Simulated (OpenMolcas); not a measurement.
**Mo³⁺ among point charges: CASSCF and CASPT2 levels and susceptibility**

How does a field of 4 point charges split the states of Mo³⁺, and what χT follows?

Program: OpenMolcas 26.06. Level of theory: state-averaged CASSCF and CASPT2, spin-orbit coupling by RASSI with atomic mean-field integrals. These are calculated values, not measurements, unless marked.

## (1) The system

* Species: Mo³⁺ (molybdenum, Z = 42, 39 electrons)
* Basis: ANO-RCC-VDZP [6s5p3d1f], 43 functions
* Scalar Hamiltonian: DKH2, point nucleus
* Inactive shells: 1s 2s 2p 3s 3p 3d 4s 4p
* Active space: 3 electrons in 5 orbitals (4d)
* Some configurations of this space: 4d³
* Orbitals: optimised for each spin and parity, averaged over all roots

Outer shells as boxes (Hund's rule):

4d3
```
4d [↑ ][↑ ][↑ ][  ][  ]
```

The ion sits among 4 point charges of -1.5 e arranged as a tetrahedron (Td), 2.12 Å from the ion.

The work runs as a chain of OpenMolcas steps in one folder; each step below is one input file. Labels, J, g values, rates, χT and fits are worked out afterwards by a script from the matrices that RASSI stores.

## (2) GATEWAY and SEWARD: basis and integrals

a.inp reads:

```
&GATEWAY
Coord
1

Mo 0.0 0.0 0.0
Basis=ANO-RCC-VDZP
Group=NoSym
NoMove
AngMom=0.0 0.0 0.0
AMFI
XField
4 Angstrom 0
1.223983 1.223983 1.223983 -1.500000
1.223983 -1.223983 -1.223983 -1.500000
-1.223983 1.223983 -1.223983 -1.500000
-1.223983 -1.223983 1.223983 -1.500000
&SEWARD
```

Run with:

```console
OMP_NUM_THREADS=1 MOLCAS_MEM=1689 MOLCAS_PROJECT=a pymolcas a.inp > a.log
```

## (3) CASSCF: quartets, 10 roots

a.inp reads:

```
&RASSCF
FileOrb=start.orb
Symmetry=1
Spin=4
nActEl=3 0 0
Inactive=18
Ras2=5
CIRoot=10 10 1
SDav=10
CIMx=300
Iter=120 100
PrWF=0.3
OrbListing=Nothing
MaxOrb=0
>>> COPY $Project.JobIph JOB001
```

start.orb holds the contracted functions of the basis, ordered by shell, or the orbitals of the step before.

## (4) CASSCF: doublets, 40 roots

a.inp reads:

```
&RASSCF
FileOrb=start.orb
Symmetry=1
Spin=2
nActEl=3 0 0
Inactive=18
Ras2=5
CIRoot=40 40 1
SDav=40
CIMx=300
Iter=120 100
PrWF=0.3
OrbListing=Nothing
MaxOrb=0
>>> COPY $Project.JobIph JOB002
```

## (5) RASSI: spin-orbit coupling between the states

a.inp reads:

```
&RASSI
NrOfJobIphs=2 10 40
1 2 3 4 5 6 7 8 9 10
1 2 3 4 5 6 7 8 9 10 11 12 13 14 15 16 17 18 19 20 21 22 23 24 25 26 27
28 29 30 31 32 33 34 35 36 37 38 39 40
IphNames
JOB001
JOB002
EJob
SpinOrbit
DIPRint=1.0
SOCoupling=1000.0
Subsets=2
Property=9
'ANGMOM' 1 'ANGMOM' 2 'ANGMOM' 3 'MLTPL  1' 1 'MLTPL  1' 2 'MLTPL  1' 3
'AMFI' 1 'AMFI' 2 'AMFI' 3
SOProperty=3
'ANGMOM' 1 'ANGMOM' 2 'ANGMOM' 3
```

## (6) CASPT2: IPEA 0.25, imaginary shift 0.1 (closed shells correlated: 4s 4p)

a.inp reads:

```
>>> COPY JOB001 $Project.JobIph
&CASPT2
Multistate=10 1 2 3 4 5 6 7 8 9 10
NoMult
Frozen=14
IPEA=0.25
Imaginary=0.1
MaxIter=60
WThr=0.0 0.3 0.05
PrWF=0.5
NoMix
>>> COPY JOB002 $Project.JobIph
&CASPT2
Multistate=40 1 2 3 4 5 6 7 8 9 10 11 12 13 14 15 16 17 18 19 20 21 22
23 24 25 26 27 28 29 30 31 32 33 34 35 36 37 38 39 40
NoMult
Frozen=14
IPEA=0.25
Imaginary=0.1
MaxIter=60
WThr=0.0 0.3 0.05
PrWF=0.5
NoMix
```

(Steps that only read results are left out.)

Q: Predict the outcome of this session. Wanted: spin-free ground state; first state of the same spin within the active space; lowest level; next level.

As calculated:

| quantity | value |
| --- | --- |
| method | SS-CASPT2, IPEA 0.25, imaginary shift 0.1 (closed shells correlated: 4s 4p) |
| spin-free ground state | 4T1, 3-fold in its orbital part |
| first state of the same spin within the active space | 4T2 at 2420 cm⁻¹ |
| lowest level | 4-fold Γ8 |
| next level | 382.6 cm⁻¹ |
| χT at 300 K | 0.44 cm³ K/mol |
| effective moment at 300 K | 1.88 μB |

Cost by method:

| method | time of its own steps | time with the reference |
| --- | --- | --- |
| A. CASSCF | 8.7 s | 8.7 s |
| B. SS-CASPT2, IPEA 0.25, imaginary shift 0.1, +4s 4p | 3.9 s | 13 s |

Times are of one thread on a shared host.

The spin-free ground state (4T1) comes to 99 % from free-ion F terms and keeps the highest spin of the shell. χT at 300 K is 0.44, against 1.88 cm³ K/mol for the spin alone, so spin-orbit coupling lowers it. A ligand-field fit to the states below 45000 cm-1 gives 10Dq = -2889 cm-1, B = 638 cm-1 and C = 2844 cm-1 (C/B = 4.46), with a deviation of 326 cm-1. CASPT2 does not keep the components of a term degenerate, and the means are used. The field of point charges can differ much from that of real complexes. Point charges carry no covalency, so the field is a model and not that of real ligands.
